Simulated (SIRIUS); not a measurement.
HPbNO4:

```xyz
7
Lattice="4.1992 0.1112 0.1682 1.9160 3.8913 0.1257 1.7609 1.2526 6.3727" Properties=species:S:1:pos:R:3 pbc="T T T"
H     6.1559    3.5396    4.2374
Pb    3.9410    4.7367    5.7714
N     2.1622    1.5295    2.0021
O     6.1170    3.6060    5.2180
O     2.2525    1.0554    0.8130
O     2.1821    0.7481    2.9790
O     2.0545    2.7723    2.1460
```

The cell was built by a generator and needn't be a form met in nature.

| Property | Result |
| --- | --- |
| Program | SIRIUS 7.12.0 |
| Task | single point |
| Functional | PBE |
| Potentials or basis | PseudoDojo 0.4.1 PBE standard (scalar relativistic) |
| Cutoff | 1152 eV |
| Density cutoff | 4606 eV |
| k mesh | 7 × 7 × 5 |
| Occupations | fermi-dirac, width 0.05 eV |
| Spin | no spin polarisation |

On this cell: pressure -0.1 GPa; largest force 0.178 eV/Å; band gap on the k mesh 2.79 eV.

The same run follows on a disturbed copy (atoms moved at random, drawn with an rms of 0.05 Å):

```xyz
7
Lattice="4.1992 0.1112 0.1682 1.9160 3.8913 0.1257 1.7609 1.2526 6.3727" Properties=species:S:1:pos:R:3 pbc="T T T"
H     6.0968    3.5011    4.2663
Pb    3.9211    4.6970    5.7934
N     2.2091    1.5515    2.0041
O     6.1304    3.5750    5.1987
O     2.2001    1.0010    0.8107
O     2.1958    0.7900    2.9763
O     2.0005    2.7556    2.1324
```

Question: What changes?

Answer: The energy moves by +26.4 meV/atom; pressure 2.1 GPa; largest force 2.519 eV/Å; band gap on the k mesh 2.78 eV.

Forces in eV/Å, atoms in the order of the input:
```
H    0.056 -0.105 -2.134
Pb   0.010  0.035 -0.059
N   -1.715 -1.648 -0.828
O   -0.108  0.138  2.201
O    0.659  0.790  0.293
O    0.651 -0.667  0.868
O    0.447  1.456 -0.341
```

Stress tensor (GPa, compression positive):
```
-0.38 -0.49  0.14
-0.49  2.61 -1.96
 0.14 -1.96  4.15
```

Caveats: spin-orbit coupling is left out, which as a rule narrows the gap of such compounds by several tenths of an eV; an odd mesh through Γ misses points on the zone boundary, where band edges often lie.
